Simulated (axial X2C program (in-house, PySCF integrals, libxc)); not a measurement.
# TeP: EOM-EA-CCSD levels

Aim: EOM-EA-CCSD levels of TeP, with spin–orbit coupling in the Hamiltonian from the start.

Program: an in-house X2C program for linear molecules on PySCF integrals. Level of theory: two-component X2C with atomic mean-field terms, Te dyall-acv3z, P dyall-av3z. These are calculated values, not measurements.

## Step 1: Set-up

task.json reads:

```json
{
 "zs": [
  52,
  15
 ],
 "q": 0,
 "bas": [
  "dyall-acv3z",
  "dyall-av3z"
 ],
 "r0": 2.3,
 "eom": "ea",
 "thr": -1.0,
 "nmax": 92,
 "grid": [
  1,
  0.96,
  1.045,
  0.92,
  1.09,
  1.15
 ]
}
```

Keys: zs atomic numbers; q charge; bas basis sets; r0 starting distance in Å; eom kind of EOM run; thr threshold in hartree for freezing inner shells (an s shell follows its p shell); nmax most natural virtual spinors; grid distances as factors.

Started as:

```
$ python soeom.py task.json out
```

Nuclei are Gaussian, cores are contracted, and the Gaunt term is on.

## Step 2: EOM-EA-CCSD at 2.250 Å

Reference: the closed shell TeP⁺; 10 electrons correlated, 92 virtual spinors; roots sought by Ω: 1/2: 5, 3/2: 4, 5/2: 2, 7/2: 1.

Output:

```text
two-component X2C + atomic mean field  HF
basis functions 202  fitting functions 1031  grid points 5080
iter        total energy     max residual
   1      -7129.290513732     2.83e-01
   2      -7129.316702313     4.80e-03
   3      -7129.317670074     4.67e-03
   4      -7129.318097889     2.84e-03
   5      -7129.318399220     1.39e-03
   6      -7129.318556942     1.23e-03
   7      -7129.318800981     1.05e-03
   8      -7129.319133060     6.61e-04
   9      -7129.319343839     3.14e-04
  10      -7129.319373572     1.45e-04
  11      -7129.319380005     3.91e-05
  12      -7129.319380570     2.15e-05
  13      -7129.319380676     1.62e-05
  14      -7129.319380720     3.26e-06
  15      -7129.319380723     1.42e-06
  16      -7129.319380723     5.04e-07
converged
one-electron -10133.07977936  Coulomb 3021.52659667  exact exchange -197.12208219  xc functional 0.00000000  nuclear repulsion 183.44809979  atomic mean-field constant -4.09221563
correlated 10  virtual 284  natural virtual 92  E(MP2) -0.265014830  MP2 remainder -0.022734633
iter   CCSD correlation   residual
   1     -0.245199862   2.09e-01
   2     -0.257560062   1.05e-01
   3     -0.263557352   5.36e-02
   4     -0.264646154   2.50e-02
   5     -0.265165016   1.32e-02
   6     -0.265309367   5.16e-03
   7     -0.265364705   1.98e-03
   8     -0.265397960   8.29e-04
   9     -0.265391121   3.57e-04
  10     -0.265398086   1.48e-04
  11     -0.265394763   7.16e-05
  12     -0.265395470   4.01e-05
  13     -0.265395096   2.27e-05
  14     -0.265394790   1.19e-05
  15     -0.265394836   5.38e-06
  16     -0.265394852   2.42e-06
(T) -0.019553909  T1 0.0761  D1 0.1486  max T2 0.123
EOM-EA-CCSD roots
2*Omega      energy/Eh   energy/eV  one-particle weight
    1      -0.27558069     -7.4989      0.935
    1      -0.14394571     -3.9170      0.951
    1      -0.11214314     -3.0516      0.976
    1      -0.10242945     -2.7872      0.001
    1      -0.09455529     -2.5730      0.016
    3      -0.26729514     -7.2735      0.946
    3      -0.10795666     -2.9377      0.001
    3      -0.08282781     -2.2539      0.026
    3      -0.07430361     -2.0219      0.511
    5      -0.12109513     -3.2952      0.000
    5      -0.05873814     -1.5983      0.129
    7      -0.08330808     -2.2669      0.001
```

T1 in the output is the amplitude norm over the root of the electron number; divide by √2 for the Lee–Taylor value.

```tsv
Ω	binding energy (eV)	above lowest (cm⁻¹)	spinor	weight
1/2	7.499	0	59% P pπ, 16% Te pπ, 13% Te dπ	0.93
3/2	7.273	1820	42% Te pπ, 32% P pπ, 10% P dπ	0.95
1/2	3.917	28890	32% Te pσ, 24% Te dσ, 20% P pσ	0.95
1/2	3.052	35870	51% Te sσ, 26% P sσ, 11% P dσ	0.98
```

Wall time 17 s (1 thread of Arm Neoverse V1, shared host); peak memory 0.69 GiB.

## Step 3: EOM-EA-CCSD at 2.160 Å

```tsv
Ω	binding energy (eV)	above lowest (cm⁻¹)	spinor	weight
1/2	7.342	0	51% P pπ, 20% Te pπ, 14% Te dπ	0.94
3/2	7.126	1740	36% Te pπ, 35% P pπ, 12% Te dπ	0.95
1/2	3.568	30440	34% Te pσ, 27% Te dσ, 17% P pσ	0.96
1/2	3.063	34510	52% Te sσ, 22% P sσ, 13% P dσ	0.98
3/2	2.054	42650	54% Te pπ, 42% P pπ	0.91
5/2	1.448	47540	62% Te dδ, 36% P dδ	0.80
```

Run time: 17 s. Hardware: 1 thread of Arm Neoverse V1, shared host; peak memory 0.79 GiB.

## Step 4: EOM-EA-CCSD at 2.351 Å

```tsv
Ω	binding energy (eV)	above lowest (cm⁻¹)	spinor	weight
1/2	7.651	0	68% P pπ, 11% Te dπ, 11% Te pπ	0.92
3/2	7.424	1830	51% Te pπ, 27% P pπ, 9% P dπ	0.94
1/2	4.340	26710	31% Te pσ, 24% P pσ, 21% Te dσ	0.95
1/2	3.026	37300	51% Te sσ, 28% P sσ, 9% P dσ	0.97
```

It took 19 s on 1 thread of Arm Neoverse V1, shared host; peak memory 0.79 GiB.

## Step 5: EOM-EA-CCSD at 2.070 Å

```tsv
Ω	binding energy (eV)	above lowest (cm⁻¹)	spinor	weight
1/2	7.171	0	46% P pπ, 22% Te pπ, 16% Te dπ	0.94
3/2	6.960	1700	35% P pπ, 32% Te pπ, 14% Te dπ	0.95
1/2	3.299	31230	30% Te dσ, 29% Te pσ, 22% P sσ	0.96
1/2	3.032	33380	46% Te sσ, 16% P dσ, 14% P pσ	0.97
1/2	2.113	40800	57% Te pπ, 38% P pπ	0.98
3/2	2.089	40990	55% Te pπ, 41% P pπ	0.97
5/2	1.477	45930	63% Te dδ, 35% P dδ	0.91
```

It took 17 s on 1 thread of Arm Neoverse V1, shared host; peak memory 0.79 GiB.

## Step 6: EOM-EA-CCSD at 2.453 Å

```tsv
Ω	binding energy (eV)	above lowest (cm⁻¹)	spinor	weight
1/2	7.765	0	76% P pπ, 10% Te dπ, 7% Te pπ	0.91
3/2	7.567	1590	60% Te pπ, 21% P pπ, 9% P dπ	0.94
1/2	4.759	24240	31% Te pσ, 28% P pσ, 18% Te dσ	0.94
1/2	2.997	38450	51% Te sσ, 30% P sσ, 8% P dσ	0.97
```

It took 18 s on 1 thread of Arm Neoverse V1, shared host; peak memory 0.79 GiB.

## Step 7: EOM-EA-CCSD at 2.587 Å

```tsv
Ω	binding energy (eV)	above lowest (cm⁻¹)	spinor	weight
1/2	7.841	0	83% P pπ, 8% Te dπ	0.88
3/2	7.761	650	70% Te pπ, 15% P pπ, 7% P dπ	0.93
1/2	5.281	20650	35% P pσ, 30% Te pσ, 14% Te dσ	0.94
```

Run time: 19 s. Hardware: 1 thread of Arm Neoverse V1, shared host; peak memory 0.79 GiB.

## Step 8: Curves of the states

Energies in eV from the lowest point of the lowest state; states are followed by energy order within each Ω.

```tsv
R (Å)	(1)Ω=1/2	(1)Ω=3/2	(2)Ω=1/2
2.070	0.4727	0.6839	4.3446
2.160	0.1093	0.3256	3.8837
2.250	0.0000	0.2255	3.5820
2.351	0.0835	0.3106	3.3947
2.453	0.3206	0.5179	3.3265
2.587	0.8009	0.8813	3.3614
```

Constants where the minimum is well bracketed (masses 129.906 and 30.974 u):

```tsv
state	Te (cm⁻¹)	Re (Å)	ωe (cm⁻¹)
(1)Ω=1/2	0	2.256	477
(1)Ω=3/2	1820	2.252	470
```

## Step 9: Summary of results

| quantity | value |
| --- | --- |
| lowest root at 2.250 Å | Ω = 1/2, 7.499 eV |
| next root led by one particle | Ω = 3/2, about 1820 cm⁻¹ higher |
| T1 of the reference | 0.054 |
| lowest state, Re and ωe | 2.256 Å, 477 cm⁻¹ |

The added electron is bound by 7.50 eV in a spinor of 59% P pπ, 16% Te pπ, 13% Te dπ. Errors of 0.1 to 0.3 eV are usual at this size, and roots led by higher excitations are left out, so the list is incomplete, and low states of that kind can be missing. T1 or the largest double amplitude of the reference is raised, which lowers the reliability. The bond is 0.074 Å longer than in the closed-shell reference at CCSD (2.182 Å).
